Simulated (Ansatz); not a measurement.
# NaZr3: the cost of one run

Computed with Ansatz 0.2.0 (DFT PBE, scalar-relativistic, plane waves, PAW, unless a step's input says otherwise).

## 1. Starting point

Symmetry: I4/mmm, No. 139, tetragonal system. Conventional cell: a = 3.967 Å, b = 3.967 Å, c = 8.862 Å, α = 90.00°, β = 90.00°, γ = 90.00°. Around Na (site symmetry 4/mmm) lie 12 Zr at 2.81 to 2.97 Å. Around Zr (site symmetry 4/mmm) lie 4 Na at 2.81 Å and 8 Zr at 2.97 Å. Zr (site symmetry -4m2) has 8 Zr at 2.81 to 2.97 Å and 4 Na at 2.97 Å as nearest neighbours.

Structure file:

```cif
data_structure
_symmetry_space_group_name_H-M 'P 1'
_symmetry_Int_Tables_number 1
_cell_length_a 5.2444
_cell_length_b 5.2444
_cell_length_c 5.2444
_cell_angle_alpha 135.550
_cell_angle_beta 135.550
_cell_angle_gamma 64.676
_cell_volume 69.74
loop_
_atom_site_label
_atom_site_type_symbol
_atom_site_fract_x
_atom_site_fract_y
_atom_site_fract_z
_atom_site_occupancy
Na1 Na 0.00000 0.00000 0.00000 1
Zr1 Zr 0.50000 0.50000 0.00000 1
Zr2 Zr 0.25000 0.75000 0.50000 1
Zr3 Zr 0.75000 0.25000 0.50000 1
```

This is candidate A: TiAl3 (D0_22) type (I4/mmm, No. 139).

(A quick probe on a coarse mesh, which set the mesh and smearing, is not shown.)

## 3. Rough relaxation on the coarse mesh (candidate A)

Contents of input.yaml:

```yaml
crystal:
  lattice:
    - [-1.9836693379, 1.9836693379, 4.431053586]
    - [1.9836693379, -1.9836693379, 4.431053586]
    - [1.9836693379, 1.9836693379, -4.431053586]
  atoms:
    - { symbol: Na, position: [0.0, 0.0, 0.0] }
    - { symbol: Zr, position: [0.5, 0.5, 0.0] }
    - { symbol: Zr, position: [0.25, 0.75, 0.5] }
    - { symbol: Zr, position: [0.75, 0.25, 0.5] }
basis:
  ecutwfc: 420
kpoints:
  mp_grid: { grid: [6, 6, 6] }
hamiltonian:
  xc: pbe
scf:
  occupations: { method: gaussian, width: 0.1 }
  lower_state_search: "off"
output:
  forces: true
  stress: true
  eigenvalues: true
relax:
  adjacent_minimum: "off"
  f_tol: 0.04
  max_steps: 70
  cell: { stress_tol: 0.4 }
```

Launch:

```console
$ ansatz run input.yaml --threads 1 --pin off --max-ram 2560MiB --backend cpu --events-out ev --progress --plain --runs-dir out
```

What time and memory should one allow on 1 thread of Arm Neoverse V1, shared host?

About 30 s, with a peak of 0.4 GiB.
